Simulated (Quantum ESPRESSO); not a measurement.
# WS2 in Quantum ESPRESSO: relaxation of the atoms with LDA

Aim: the relaxation of the atoms of WS2 with LDA.

Program: Quantum ESPRESSO 7.5. These are calculated values, not measurements. Logs are shortened: lines on timing, memory, paths and dates and some standing lists are left out, and cuts for length are marked.

## 1. Starting point

The cell holds a sheet with vacuum, 3 atoms: a = 3.216 Å, b = 3.122 Å, c = 21.140 Å, α = 90.00°, β = 90.00°, γ = 121.00°.

The cell was built by a generator and needn't be a form met in nature.

## 2. Relaxation of the atoms, LDA

Input file pw.in:

```
&CONTROL
  calculation = 'relax'
  prefix = 'pwscf'
  outdir = './tmp'
  pseudo_dir = './pseudo'
  tprnfor = .true.
  disk_io = 'low'
  nstep = 40
  forc_conv_thr = 0.0004
  etot_conv_thr = 1d-05
/
&SYSTEM
  ibrav = 0
  nat = 3
  ntyp = 2
  ecutwfc = 70
  nbnd = 20
  occupations = 'smearing'
  smearing = 'gaussian'
  degauss = 0.00146997
/
&ELECTRONS
  conv_thr = 6d-10
  electron_maxstep = 120
  mixing_beta = 0.5
/
&IONS
  ion_dynamics = 'bfgs'
/
ATOMIC_SPECIES
S     32.0600 S.upf
W    183.8400 W.upf
CELL_PARAMETERS angstrom
   3.2160600000    0.0000000000    0.0000000000
  -1.6080300000    2.6759665361    0.0000000000
   0.0000000000    0.0000000000   21.1400000000
ATOMIC_POSITIONS crystal
S      0.6666666667    0.3333333333    0.4257332072
W      0.3333333333    0.6666666667    0.5000000000
S      0.6666666667    0.3333333333    0.5742667928
K_POINTS automatic
10 10 1 0 0 0
```

Potentials or basis: PseudoDojo 0.4.1 SR LDA standard.

Command:

```sh
> OMP_NUM_THREADS=1 pw.x -in pw.in > pw.out
```

pw.out:

```text
This program is part of the open-source Quantum ESPRESSO suite
     for quantum simulation of materials; please cite
[... 9 lines left out ...]
     --------------------
     sticks:   dense  smooth     PW     G-vecs:    dense   smooth      PW
     Sum         687     687    203                97163    97163   15737

     Using Slab Decomposition

     bravais-lattice index     =            0
     lattice parameter (alat)  =       6.0775  a.u.
     unit-cell volume          =    1227.7400 (a.u.)^3
     number of atoms/cell      =            3
     number of atomic types    =            2
     number of electrons       =        26.00
     number of Kohn-Sham states=           20
     kinetic-energy cutoff     =      70.0000  Ry
     charge density cutoff     =     280.0000  Ry
     scf convergence threshold =      6.0E-10
     mixing beta               =       0.5000
     number of iterations used =            8  plain     mixing
     energy convergence thresh.=      1.0E-05
     force convergence thresh. =      4.0E-04
     Exchange-correlation= SLA  PW   NOGX NOGC
                           (   1   4   0   0   0   0   0)
     nstep                     =           40

     celldm(1)=   6.077473  celldm(2)=   0.000000  celldm(3)=   0.000000
     celldm(4)=   0.000000  celldm(5)=   0.000000  celldm(6)=   0.000000

     crystal axes: (cart. coord. in units of alat)
               a(1) = (   1.000000   0.000000   0.000000 )
               a(2) = (  -0.500000   0.832064   0.000000 )
               a(3) = (   0.000000   0.000000   6.573260 )

     reciprocal axes: (cart. coord. in units 2 pi/alat)
               b(1) = (  1.000000  0.600916 -0.000000 )
               b(2) = (  0.000000  1.201831  0.000000 )
               b(3) = (  0.000000 -0.000000  0.152132 )

     PseudoPot. # 1 for S  read from file:
     S.upf
     Pseudo is Norm-conserving + core correction, Zval =  6.0
     Generated using ONCVPSP code by D. R. Hamann
     Using radial grid of 1132 points,  6 beta functions with:
                l(1) =   0
                l(2) =   0
                l(3) =   1
                l(4) =   1
                l(5) =   2
                l(6) =   2

     PseudoPot. # 2 for W  read from file:
     W.upf
     Pseudo is Norm-conserving + core correction, Zval = 14.0
     Generated using ONCVPSP code by D. R. Hamann
     Using radial grid of 1380 points,  8 beta functions with:
                l(1) =   0
                l(2) =   0
                l(3) =   1
                l(4) =   1
                l(5) =   2
                l(6) =   2
                l(7) =   3
                l(8) =   3

     atomic species   valence    mass     pseudopotential
     S                 6.00    32.06000     S ( 1.00)
     W                14.00   183.84000     W ( 1.00)

      4 Sym. Ops. (no inversion) found

   Cartesian axes

     site n.     atom                  positions (alat units)
         1        S      tau(   1) = (   0.5000000   0.2773545   2.7984553  )
         2        W      tau(   2) = (  -0.0000000   0.5547091   3.2866302  )
         3        S      tau(   3) = (   0.5000000   0.2773545   3.7748052  )

     number of k points=    31  Gaussian smearing, width (Ry)=  0.0015
                       cart. coord. in units 2pi/alat
        k(    1) = (   0.0000000   0.0000000   0.0000000), wk =   0.0200000
        k(    2) = (   0.0000000   0.1201831   0.0000000), wk =   0.0400000
        k(    3) = (   0.0000000   0.2403662   0.0000000), wk =   0.0400000
        k(    4) = (   0.0000000   0.3605494   0.0000000), wk =   0.0400000
        k(    5) = (   0.0000000   0.4807325   0.0000000), wk =   0.0400000
        k(    6) = (   0.0000000  -0.6009156   0.0000000), wk =   0.0200000
[... 23 lines left out ...]
        k(   30) = (  -0.5000000  -0.1802747   0.0000000), wk =   0.0800000
        k(   31) = (  -0.5000000  -0.0600916   0.0000000), wk =   0.0800000

     Dense  grid:    97163 G-vectors     FFT dimensions: (  36,  32, 216)

     Initial potential from superposition of free atoms

     starting charge      25.9995, renormalised to      26.0000

     negative rho (up, down):  2.514E-05 0.000E+00
     Starting wfcs are   18 randomized atomic wfcs +    2 random wfcs

     Self-consistent Calculation

     iteration #  1     ecut=    70.00 Ry     beta= 0.50
     Davidson diagonalization with overlap
     ethr =  1.00E-02,  avg # of iterations =  6.2

     Threshold (ethr) on eigenvalues was too large:
     Diagonalizing with lowered threshold

     Davidson diagonalization with overlap
     ethr =  2.99E-04,  avg # of iterations =  4.5

     negative rho (up, down):  1.074E-05 0.000E+00

     total energy              =    -196.26094337 Ry
     estimated scf accuracy    <       0.08897351 Ry

     iteration #  2     ecut=    70.00 Ry     beta= 0.50
     Davidson diagonalization with overlap
     ethr =  3.42E-04,  avg # of iterations =  3.8

     negative rho (up, down):  4.435E-06 0.000E+00

     total energy              =    -196.27540446 Ry
     estimated scf accuracy    <       0.00617551 Ry

     iteration #  3     ecut=    70.00 Ry     beta= 0.50
     Davidson diagonalization with overlap
     ethr =  2.38E-05,  avg # of iterations =  7.0

     negative rho (up, down):  2.774E-06 0.000E+00

     total energy              =    -196.27513153 Ry
     estimated scf accuracy    <       0.00478934 Ry

     iteration #  4     ecut=    70.00 Ry     beta= 0.50
     Davidson diagonalization with overlap
     ethr =  1.84E-05,  avg # of iterations =  2.3

     negative rho (up, down):  2.869E-07 0.000E+00

     total energy              =    -196.27597806 Ry
     estimated scf accuracy    <       0.00168343 Ry

     iteration #  5     ecut=    70.00 Ry     beta= 0.50
     Davidson diagonalization with overlap
     ethr =  6.47E-06,  avg # of iterations =  1.2
[... 209 lines left out ...]
   -74.9625 -39.3958 -39.1761 -39.1304 -13.6579 -13.4022  -7.3786  -6.2825
    -5.4352  -4.3662  -3.1496  -3.0165  -1.6247   1.7291   2.1848   3.2083
     3.4195   4.5736   7.0748   7.1794

          k =-0.5000-0.0601 0.0000 ( 12154 PWs)   bands (ev):

   -74.9625 -39.3492 -39.1787 -39.1761 -13.6839 -13.3848  -6.8355  -6.3230
    -5.2375  -4.5079  -4.1933  -3.0047  -1.5140   1.4461   2.0797   2.5304
     4.0299   5.6287   7.1256   7.4302

     the Fermi energy is     0.5987 ev

!    total energy              =    -196.27617238 Ry
     estimated scf accuracy    <          1.1E-10 Ry
     smearing contrib. (-TS)   =      -0.00000000 Ry
     internal energy E=F+TS    =    -196.27617238 Ry

     The total energy is F=E-TS. E is the sum of the following terms:
     one-electron contribution =   -1226.34143064 Ry
     hartree contribution      =     612.33809818 Ry
     xc contribution           =     -45.67812031 Ry
     ewald contribution        =     463.40528039 Ry

     convergence has been achieved in   9 iterations

     Forces acting on atoms (cartesian axes, Ry/au):

     atom    1 type  1   force =     0.00000000    0.00549352    0.01659839
     atom    2 type  2   force =     0.00000000   -0.01098704    0.00000000
     atom    3 type  1   force =     0.00000000    0.00549352   -0.01659839

     Total force =     0.027057     Total SCF correction =     0.000015

     BFGS Geometry Optimization
     Energy error            =      7.3E-04 Ry
     Gradient error          =      1.7E-02 Ry/Bohr

     number of scf cycles    =   1
     number of bfgs steps    =   0

     energy             new  =    -196.2761723837 Ry

     new trust radius        =       0.0174838583 bohr
     new conv_thr            =       0.0000000006 Ry

ATOMIC_POSITIONS (crystal)
S                0.6672098434        0.3344196867        0.4261486987
W                0.3322469799        0.6644939599        0.5000000000
S                0.6672098434        0.3344196867        0.5738513013

     NEW-OLD atomic charge density approx. for the potential

     negative rho (up, down):  3.725E-06 0.000E+00

     Self-consistent Calculation

     iteration #  1     ecut=    70.00 Ry     beta= 0.50
     Davidson diagonalization with overlap
     ethr =  1.00E-06,  avg # of iterations =  6.2

     negative rho (up, down):  1.690E-06 0.000E+00

     total energy              =    -196.27672514 Ry
     estimated scf accuracy    <       0.00004163 Ry

     iteration #  2     ecut=    70.00 Ry     beta= 0.50
     Davidson diagonalization with overlap
     ethr =  1.60E-07,  avg # of iterations =  2.1

     negative rho (up, down):  1.298E-06 0.000E+00

     total energy              =    -196.27672639 Ry
     estimated scf accuracy    <       0.00007674 Ry

     iteration #  3     ecut=    70.00 Ry     beta= 0.50
     Davidson diagonalization with overlap
     ethr =  1.60E-07,  avg # of iterations =  2.0

     negative rho (up, down):  3.552E-07 0.000E+00
[... 1081 lines left out ...]
          k =-0.5000-0.0601 0.0000 ( 12154 PWs)   bands (ev):

   -74.9579 -39.3672 -39.1902 -39.1799 -13.7688 -13.4490  -6.9294  -6.3926
    -5.2968  -4.5510  -4.2460  -2.9764  -1.5691   1.4372   2.0406   2.5740
     4.1502   5.6778   7.1749   7.4362

     the Fermi energy is     0.6220 ev

!    total energy              =    -196.27700577 Ry
     estimated scf accuracy    <          1.1E-12 Ry
     smearing contrib. (-TS)   =      -0.00000000 Ry
     internal energy E=F+TS    =    -196.27700577 Ry

     The total energy is F=E-TS. E is the sum of the following terms:
     one-electron contribution =   -1232.29512810 Ry
     hartree contribution      =     615.29729501 Ry
     xc contribution           =     -45.71567877 Ry
     ewald contribution        =     466.43650608 Ry

     convergence has been achieved in   6 iterations

     Forces acting on atoms (cartesian axes, Ry/au):

     atom    1 type  1   force =     0.00000000   -0.00009755   -0.00000222
     atom    2 type  2   force =     0.00000000    0.00019509    0.00000000
     atom    3 type  1   force =     0.00000000   -0.00009755    0.00000222

     Total force =     0.000239     Total SCF correction =     0.000003
     Energy error            =      5.6E-07 Ry
     Gradient error          =      2.0E-04 Ry/Bohr

     bfgs converged in   5 scf cycles and   4 bfgs steps
     (criteria: energy <  1.0E-05 Ry, force <  4.0E-04 Ry/Bohr)

     End of BFGS Geometry Optimization

     Final energy             =    -196.2770057735 Ry

Begin final coordinates

ATOMIC_POSITIONS (crystal)
S                0.6675523723        0.3351047445        0.4267566855
W                0.3315619221        0.6631238443        0.5000000000
S                0.6675523723        0.3351047445        0.5732433145
End final coordinates

=------------------------------------------------------------------------------=
   JOB DONE.
=------------------------------------------------------------------------------=
```

Wall time 6.1 min (1 thread of Arm Neoverse V2, shared host); peak memory 0.23 GiB.

What came out:

| Item | Value |
| --- | --- |
| Free energy | -2670.4847 eV |
| Energy gained by relaxing | 3.8 meV/atom |
| Ionic steps | 5 |
| Largest force after relaxing | 0.005 eV/Å |
| Band gap on the k mesh | 2.00 eV, indirect (least direct gap 2.06 eV) |

Forces in eV/Å, atoms in the order of the input:
```
S    0.000 -0.003  0.000
W    0.000  0.005  0.000
S    0.000 -0.003  0.000
```

Step by step:
```csv
step,energy change (eV),largest force (eV/Å)
1,0.0000,0.4495
2,-0.0077,0.2642
3,-0.0112,0.0610
4,-0.0113,0.0183
5,-0.0113,0.0050
```

Final structure:
```yaml
crystal:
  lattice:
    - [3.21606, 0.00000, 0.00000]
    - [-1.60803, 2.67597, 0.00000]
    - [0.00000, 0.00000, 21.14000]
  atoms:
    - { symbol: S, position: [0.66755, 0.33510, 0.42676] }
    - { symbol: W, position: [0.33156, 0.66312, 0.50000] }
    - { symbol: S, position: [0.66755, 0.33510, 0.57324] }
```

Caveat: spin-orbit coupling is left out, which moves the levels of the heavy elements.
